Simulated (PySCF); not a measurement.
Molecule: OGeBrH, in a box.

```
O Ge Br H
1.0
    12.00000    0.00000    0.00000
     0.00000   11.00000    0.00000
     0.00000    0.00000   11.00000
O Ge Br H
1 1 1 1
Direct
  0.39386 0.55370 0.46430
  0.41141 0.44480 0.58136
  0.60830 0.42408 0.57263
  0.46143 0.57974 0.42482
```

Base run:

```yaml
Program: PySCF 2.14.0
Functional: PBE
Potentials_or_basis: 6-31g* (all-electron)
k_mesh: 1 × 1 × 1
Occupations: fixed
Spin: no spin polarisation
```

Its results: gap between the frontier levels 3.60 eV.

Question: After a change of settings the same cell gave: gap between the frontier levels 4.67 eV. Which change was it?
A. functional from PBE to SCAN; dispersion from none to D3
B. functional from PBE to TM
C. functional from PBE to HSE06; dispersion from none to D4
D. functional from PBE to PW91

Answer: C.

Caveats: this is a molecule in a periodic box at the Γ point, so its band gap is the HOMO-LUMO gap; relativity is left out, which matters for the heavier elements; the basis of atomic orbitals isn't converged, which shifts pressures, moduli and gaps; this program's HSE differs a little from the usual definition (some runs).
